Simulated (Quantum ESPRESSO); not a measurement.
# TiN (Fm-3m) in Quantum ESPRESSO: further runs

Runs on TiN. Level: PBEsol. Tasks: single point, equation of state.

Program: Quantum ESPRESSO 7.5. These are calculated values, not measurements. Logs are shortened: lines on timing, memory, paths and dates and some standing lists are left out, and cuts for length are marked.

## Step 1: Starting point

It takes space group Fm-3m (No. 225, cubic). Conventional cell: a = 4.240 Å, b = 4.240 Å, c = 4.240 Å, α = 90.00°, β = 90.00°, γ = 90.00°. Ti (site symmetry m-3m) has 6 N at 2.12 Å as nearest neighbours. N (site symmetry m-3m) is surrounded by 6 Ti at 2.12 Å.

The cell was built by a generator and needn't be a form met in nature.

## Step 2: Single point, PBEsol, 8.96 Å³/atom

pw.in

```
&CONTROL
  calculation = 'scf'
  prefix = 'pwscf'
  outdir = './tmp'
  pseudo_dir = './pseudo'
  tprnfor = .true.
  tstress = .true.
  disk_io = 'nowf'
/
&SYSTEM
  ibrav = 0
  nat = 2
  ntyp = 2
  ecutwfc = 45
  ecutrho = 360
  nbnd = 15
  occupations = 'smearing'
  smearing = 'mp'
  degauss = 0.01469973
/
&ELECTRONS
  conv_thr = 4d-10
  electron_maxstep = 120
  mixing_beta = 0.5
/
ATOMIC_SPECIES
Ti    47.8670 ti_pbesol_v1.4.uspp.F.UPF
N     14.0070 n_pbesol_v1.2.uspp.F.UPF
CELL_PARAMETERS angstrom
   0.0000000000    2.0767225505    2.0767225505
   2.0767225505    0.0000000000    2.0767225505
   2.0767225505    2.0767225505    0.0000000000
ATOMIC_POSITIONS crystal
Ti     0.0000000000    0.0000000000    0.0000000000
N      0.5000000000    0.5000000000    0.5000000000
K_POINTS automatic
16 16 16 0 0 0
```

Potentials or basis: GBRV 1.5 PBEsol.

The run is started by

```bash
OMP_NUM_THREADS=1 pw.x -in pw.in > pw.out
```

pw.out:

```text
This program is part of the open-source Quantum ESPRESSO suite
     for quantum simulation of materials; please cite
         "P. Giannozzi et al., J. Phys.:Condens. Matter 21 395502 (2009);
         "P. Giannozzi et al., J. Phys.:Condens. Matter 29 465901 (2017);
         "P. Giannozzi et al., J. Chem. Phys. 152 154105 (2020);
     in publications or presentations arising from this work. More details at

     Message from routine setup:
     using ibrav=0 with symmetry is DISCOURAGED, use correct ibrav instead

     G-vector sticks info
     --------------------
     sticks:   dense  smooth     PW     G-vecs:    dense   smooth      PW
     Sum         757     379    121                13851     4957     941

     Using Slab Decomposition

     bravais-lattice index     =            0
     lattice parameter (alat)  =       5.5500  a.u.
     unit-cell volume          =     120.8821 (a.u.)^3
     number of atoms/cell      =            2
     number of atomic types    =            2
     number of electrons       =        17.00
     number of Kohn-Sham states=           15
     kinetic-energy cutoff     =      45.0000  Ry
     charge density cutoff     =     360.0000  Ry
     scf convergence threshold =      4.0E-10
     mixing beta               =       0.5000
     number of iterations used =            8  plain     mixing
     Exchange-correlation= SLA  PW   PSX  PSC
                           (   1   4  10   8   0   0   0)

     celldm(1)=   5.549992  celldm(2)=   0.000000  celldm(3)=   0.000000
     celldm(4)=   0.000000  celldm(5)=   0.000000  celldm(6)=   0.000000

     crystal axes: (cart. coord. in units of alat)
               a(1) = (   0.000000   0.707107   0.707107 )
               a(2) = (   0.707107   0.000000   0.707107 )
               a(3) = (   0.707107   0.707107   0.000000 )

     reciprocal axes: (cart. coord. in units 2 pi/alat)
               b(1) = ( -0.707107  0.707107  0.707107 )
               b(2) = (  0.707107 -0.707107  0.707107 )
               b(3) = (  0.707107  0.707107 -0.707107 )

     PseudoPot. # 1 for Ti read from file:
     ti_pbesol_v1.4.uspp.F.UPF
     Pseudo is Ultrasoft + core correction, Zval = 12.0
     Generated by new atomic code, or converted to UPF format
     Using radial grid of  851 points,  6 beta functions with:
                l(1) =   0
                l(2) =   0
                l(3) =   1
                l(4) =   1
                l(5) =   2
                l(6) =   2
     Q(r) pseudized with  6 coefficients,  rinner =    1.000   1.000   1.000
                                                       1.000   1.000

     PseudoPot. # 2 for N  read from file:
     n_pbesol_v1.2.uspp.F.UPF
     Pseudo is Ultrasoft + core correction, Zval =  5.0
     Generated by new atomic code, or converted to UPF format
     Using radial grid of  729 points,  4 beta functions with:
                l(1) =   0
                l(2) =   0
                l(3) =   1
                l(4) =   1
     Q(r) pseudized with  8 coefficients,  rinner =    0.900   0.900   0.900

     atomic species   valence    mass     pseudopotential
     Ti               12.00    47.86700     Ti( 1.00)
     N                 5.00    14.00700     N ( 1.00)

     48 Sym. Ops., with inversion, found

   Cartesian axes

     site n.     atom                  positions (alat units)
         1        Ti     tau(   1) = (   0.0000000   0.0000000   0.0000000  )
         2        N      tau(   2) = (   0.7071068   0.7071068   0.7071068  )

     number of k points=   145  Methfessel-Paxton smearing, width (Ry)=  0.0147

     Number of k-points >= 100: set verbosity='high' to print them.

     Dense  grid:    13851 G-vectors     FFT dimensions: (  36,  36,  36)

     Smooth grid:     4957 G-vectors     FFT dimensions: (  24,  24,  24)

     Check: negative core charge=   -0.000015

     Initial potential from superposition of free atoms

     starting charge      15.9999, renormalised to      17.0000

     negative rho (up, down):  5.597E-04 0.000E+00
     Starting wfcs are   14 randomized atomic wfcs +    1 random wfcs

     Self-consistent Calculation

     iteration #  1     ecut=    45.00 Ry     beta= 0.50
     Davidson diagonalization with overlap
     ethr =  1.00E-02,  avg # of iterations =  3.7

     negative rho (up, down):  7.910E-04 0.000E+00

     total energy              =    -139.29994749 Ry
     estimated scf accuracy    <       0.55868573 Ry

     iteration #  2     ecut=    45.00 Ry     beta= 0.50
     Davidson diagonalization with overlap
     ethr =  3.29E-03,  avg # of iterations =  2.2

     negative rho (up, down):  5.082E-04 0.000E+00

     total energy              =    -139.39476555 Ry
     estimated scf accuracy    <       0.62422928 Ry

     iteration #  3     ecut=    45.00 Ry     beta= 0.50
     Davidson diagonalization with overlap
     ethr =  3.29E-03,  avg # of iterations =  1.2

     negative rho (up, down):  4.795E-04 0.000E+00

     total energy              =    -139.51552534 Ry
     estimated scf accuracy    <       0.01467352 Ry

     iteration #  4     ecut=    45.00 Ry     beta= 0.50
     Davidson diagonalization with overlap
     ethr =  8.63E-05,  avg # of iterations =  3.0

     negative rho (up, down):  4.604E-04 0.000E+00

     total energy              =    -139.51892926 Ry
     estimated scf accuracy    <       0.00075325 Ry

     iteration #  5     ecut=    45.00 Ry     beta= 0.50
     Davidson diagonalization with overlap
     ethr =  4.43E-06,  avg # of iterations =  2.8

     negative rho (up, down):  4.573E-04 0.000E+00

     total energy              =    -139.51909620 Ry
     estimated scf accuracy    <       0.00067872 Ry

     iteration #  6     ecut=    45.00 Ry     beta= 0.50
     Davidson diagonalization with overlap
     ethr =  3.99E-06,  avg # of iterations =  1.4

     negative rho (up, down):  4.573E-04 0.000E+00

     total energy              =    -139.51921906 Ry
     estimated scf accuracy    <       0.00000183 Ry

     iteration #  7     ecut=    45.00 Ry     beta= 0.50
     Davidson diagonalization with overlap
     ethr =  1.07E-08,  avg # of iterations =  2.3

     negative rho (up, down):  4.572E-04 0.000E+00

     total energy              =    -139.51921964 Ry
     estimated scf accuracy    <       0.00000164 Ry

     iteration #  8     ecut=    45.00 Ry     beta= 0.50
     Davidson diagonalization with overlap
     ethr =  9.63E-09,  avg # of iterations =  1.0

     negative rho (up, down):  4.574E-04 0.000E+00

     total energy              =    -139.51922016 Ry
     estimated scf accuracy    <       0.00000170 Ry

     iteration #  9     ecut=    45.00 Ry     beta= 0.50
     Davidson diagonalization with overlap
     ethr =  9.63E-09,  avg # of iterations =  1.0

     negative rho (up, down):  4.565E-04 0.000E+00

     total energy              =    -139.51921800 Ry
     estimated scf accuracy    <       0.00000435 Ry

     iteration # 10     ecut=    45.00 Ry     beta= 0.50
     Davidson diagonalization with overlap
     ethr =  9.63E-09,  avg # of iterations =  2.3

     negative rho (up, down):  4.569E-04 0.000E+00

     total energy              =    -139.51921861 Ry
     estimated scf accuracy    <       0.00000573 Ry

     iteration # 11     ecut=    45.00 Ry     beta= 0.50
     Davidson diagonalization with overlap
     ethr =  9.63E-09,  avg # of iterations =  1.9

     negative rho (up, down):  4.569E-04 0.000E+00

     total energy              =    -139.51921928 Ry
     estimated scf accuracy    <       0.00000005 Ry

     iteration # 12     ecut=    45.00 Ry     beta= 0.50
     Davidson diagonalization with overlap
     ethr =  2.76E-10,  avg # of iterations =  1.3

     negative rho (up, down):  4.569E-04 0.000E+00

     total energy              =    -139.51921928 Ry
     estimated scf accuracy    <       0.00000003 Ry

     iteration # 13     ecut=    45.00 Ry     beta= 0.50
     Davidson diagonalization with overlap
     ethr =  1.69E-10,  avg # of iterations =  1.0

     negative rho (up, down):  4.569E-04 0.000E+00

     total energy              =    -139.51921928 Ry
     estimated scf accuracy    <       0.00000002 Ry

     iteration # 14     ecut=    45.00 Ry     beta= 0.50
     Davidson diagonalization with overlap
     ethr =  1.40E-10,  avg # of iterations =  1.4

     negative rho (up, down):  4.569E-04 0.000E+00

     total energy              =    -139.51921929 Ry
     estimated scf accuracy    <       0.00000002 Ry

     iteration # 15     ecut=    45.00 Ry     beta= 0.50
     Davidson diagonalization with overlap
     ethr =  1.27E-10,  avg # of iterations =  2.3

     negative rho (up, down):  4.570E-04 0.000E+00

     total energy              =    -139.51921925 Ry
     estimated scf accuracy    <       0.00000009 Ry

     iteration # 16     ecut=    45.00 Ry     beta= 0.50
     Davidson diagonalization with overlap
     ethr =  1.27E-10,  avg # of iterations =  2.5

     negative rho (up, down):  4.569E-04 0.000E+00

     total energy              =    -139.51921928 Ry
     estimated scf accuracy    <       0.00000004 Ry

     iteration # 17     ecut=    45.00 Ry     beta= 0.50
     Davidson diagonalization with overlap
     ethr =  1.27E-10,  avg # of iterations =  1.4

     negative rho (up, down):  4.569E-04 0.000E+00

     total energy              =    -139.51921928 Ry
     estimated scf accuracy    <       0.00000001 Ry

     iteration # 18     ecut=    45.00 Ry     beta= 0.50
     Davidson diagonalization with overlap
     ethr =  6.36E-11,  avg # of iterations =  1.2

     negative rho (up, down):  4.569E-04 0.000E+00

     total energy              =    -139.51921928 Ry
     estimated scf accuracy    <          3.3E-09 Ry

     iteration # 19     ecut=    45.00 Ry     beta= 0.50
     Davidson diagonalization with overlap
     ethr =  1.96E-11,  avg # of iterations =  1.5

     negative rho (up, down):  4.569E-04 0.000E+00

     End of self-consistent calculation

     Number of k-points >= 100: set verbosity='high' to print the bands.

     the Fermi energy is    18.2713 ev

!    total energy              =    -139.51921928 Ry
     estimated scf accuracy    <          7.6E-11 Ry
     smearing contrib. (-TS)   =      -0.00007928 Ry
     internal energy E=F+TS    =    -139.51914000 Ry

     The total energy is F=E-TS. E is the sum of the following terms:
     one-electron contribution =     -22.48418591 Ry
     hartree contribution      =      21.80410220 Ry
     xc contribution           =     -23.45821699 Ry
     ewald contribution        =    -115.38083930 Ry

     convergence has been achieved in  19 iterations

     negative rho (up, down):  4.569E-04 0.000E+00

     Forces acting on atoms (cartesian axes, Ry/au):

     atom    1 type  1   force =    -0.00000000   -0.00000000   -0.00000000
     atom    2 type  2   force =     0.00000000    0.00000000    0.00000000

     Total force =     0.000000     Total SCF correction =     0.000000

     Computing stress (Cartesian axis) and pressure

     negative rho (up, down):  4.569E-04 0.000E+00
          total   stress  (Ry/bohr**3)                   (kbar)     P=      118.87
   0.00080804  -0.00000000  -0.00000000          118.87       -0.00       -0.00
  -0.00000000   0.00080804  -0.00000000           -0.00      118.87       -0.00
  -0.00000000  -0.00000000   0.00080804           -0.00       -0.00      118.87

=------------------------------------------------------------------------------=
   JOB DONE.
=------------------------------------------------------------------------------=
```

Run time: 27 s. Hardware: 1 thread of Intel Xeon Platinum 8488C (Sapphire Rapids), shared host; peak memory 0.1 GiB.

Results:

```
Free energy            : -1898.2557 eV
Pressure               : 11.9 GPa
Band gap on the k mesh : none (metal or under the smearing width)
```

## Step 3: Single point, PBEsol, 9.15 Å³/atom

Edit pw.in of step 2 so:

```diff
@@ -29,5 +29,5 @@
 CELL_PARAMETERS angstrom
-   0.0000000000    2.0767225505    2.0767225505
-   2.0767225505    0.0000000000    2.0767225505
-   2.0767225505    2.0767225505    0.0000000000
+   0.0000000000    2.0913478390    2.0913478390
+   2.0913478390    0.0000000000    2.0913478390
+   2.0913478390    2.0913478390    0.0000000000
 ATOMIC_POSITIONS crystal
```

Potentials or basis: GBRV 1.5 PBEsol.

The run is started by

```bash
OMP_NUM_THREADS=1 pw.x -in pw.in > pw.out
```

It took 20 s on 1 thread of Intel Xeon Platinum 8488C (Sapphire Rapids), shared host; peak memory 0.11 GiB.

The run converged. Its results:

- Free energy: -1898.2756 eV
- Pressure: 4.8 GPa
- Band gap on the k mesh: none (metal or under the smearing width)

## Step 4: Single point, PBEsol, 9.34 Å³/atom

Edit pw.in of step 3 so:

```diff
@@ -29,5 +29,5 @@
 CELL_PARAMETERS angstrom
-   0.0000000000    2.0913478390    2.0913478390
-   2.0913478390    0.0000000000    2.0913478390
-   2.0913478390    2.0913478390    0.0000000000
+   0.0000000000    2.1057713834    2.1057713834
+   2.1057713834    0.0000000000    2.1057713834
+   2.1057713834    2.1057713834    0.0000000000
 ATOMIC_POSITIONS crystal
```

The run is started by

```bash
OMP_NUM_THREADS=1 pw.x -in pw.in > pw.out
```

Run time: 19 s. Hardware: 1 thread of Intel Xeon Platinum 8488C (Sapphire Rapids), shared host; peak memory 0.11 GiB.

The run converged. Its results:

```
Free energy            : -1898.2796 eV
Pressure               : -1.5 GPa
Band gap on the k mesh : none (metal or under the smearing width)
```

## Step 5: Single point, PBEsol, 9.53 Å³/atom

Edit pw.in of step 4 so:

```diff
@@ -29,5 +29,5 @@
 CELL_PARAMETERS angstrom
-   0.0000000000    2.1057713834    2.1057713834
-   2.1057713834    0.0000000000    2.1057713834
-   2.1057713834    2.1057713834    0.0000000000
+   0.0000000000    2.1200000000    2.1200000000
+   2.1200000000    0.0000000000    2.1200000000
+   2.1200000000    2.1200000000    0.0000000000
 ATOMIC_POSITIONS crystal
```

The run is started by

```bash
OMP_NUM_THREADS=1 pw.x -in pw.in > pw.out
```

It took 14 s on 1 thread of Intel Xeon Platinum 8488C (Sapphire Rapids), shared host; peak memory 0.11 GiB.

The run converged. Its results:

```
Free energy            : -1898.2693 eV
Pressure               : -7.2 GPa
Band gap on the k mesh : none (metal or under the smearing width)
```

## Step 6: Single point, PBEsol, 9.72 Å³/atom

Edit pw.in of step 5 so:

```diff
@@ -29,5 +29,5 @@
 CELL_PARAMETERS angstrom
-   0.0000000000    2.1200000000    2.1200000000
-   2.1200000000    0.0000000000    2.1200000000
-   2.1200000000    2.1200000000    0.0000000000
+   0.0000000000    2.1340401443    2.1340401443
+   2.1340401443    0.0000000000    2.1340401443
+   2.1340401443    2.1340401443    0.0000000000
 ATOMIC_POSITIONS crystal
```

Potentials or basis: GBRV 1.5 PBEsol.

The run is started by

```bash
OMP_NUM_THREADS=1 pw.x -in pw.in > pw.out
```

Run time: 17 s. Hardware: 1 thread of Intel Xeon Platinum 8488C (Sapphire Rapids), shared host; peak memory 0.11 GiB.

It converged, with:

```
Free energy            : -1898.2461 eV
Pressure               : -12.3 GPa
Band gap on the k mesh : none (metal or under the smearing width)
```

## Step 7: Single point, PBEsol, 9.91 Å³/atom

Edit pw.in of step 6 so:

```diff
@@ -29,5 +29,5 @@
 CELL_PARAMETERS angstrom
-   0.0000000000    2.1340401443    2.1340401443
-   2.1340401443    0.0000000000    2.1340401443
-   2.1340401443    2.1340401443    0.0000000000
+   0.0000000000    2.1478979361    2.1478979361
+   2.1478979361    0.0000000000    2.1478979361
+   2.1478979361    2.1478979361    0.0000000000
 ATOMIC_POSITIONS crystal
```

The run is started by

```bash
OMP_NUM_THREADS=1 pw.x -in pw.in > pw.out
```

It took 15 s on 1 thread of Intel Xeon Platinum 8488C (Sapphire Rapids), shared host; peak memory 0.11 GiB.

The run converged. Its results:

```
Free energy            : -1898.2115 eV
Pressure               : -16.9 GPa
Band gap on the k mesh : none (metal or under the smearing width)
```

## Step 8: Single point, PBEsol, 10.10 Å³/atom

Edit pw.in of step 7 so:

```diff
@@ -29,5 +29,5 @@
 CELL_PARAMETERS angstrom
-   0.0000000000    2.1478979361    2.1478979361
-   2.1478979361    0.0000000000    2.1478979361
-   2.1478979361    2.1478979361    0.0000000000
+   0.0000000000    2.1615791835    2.1615791835
+   2.1615791835    0.0000000000    2.1615791835
+   2.1615791835    2.1615791835    0.0000000000
 ATOMIC_POSITIONS crystal
```

The run is started by

```bash
OMP_NUM_THREADS=1 pw.x -in pw.in > pw.out
```

It took 15 s on 1 thread of Intel Xeon Platinum 8488C (Sapphire Rapids), shared host; peak memory 0.12 GiB.

It converged, with:

```yaml
Free_energy: -1898.1664 eV
Pressure: -21.0 GPa
Band_gap_on_the_k_mesh: none (metal or under the smearing width)
```

## Step 9: Equation of state, PBEsol

Potentials or basis: GBRV 1.5 PBEsol.

This step only gathers the single runs of the series.

Results:

```
Equilibrium volume                      : 9.29 Å³/atom
Bulk modulus                            : 300 GPa
Pressure derivative of the bulk modulus : 4.3
```

Energy against volume, from the lowest point:
```tsv
volume (Å³/atom)	energy (meV/atom)
8.956	11.96
9.147	2.00
9.338	0.00
9.528	5.15
9.719	16.73
9.909	34.07
10.100	56.59
```
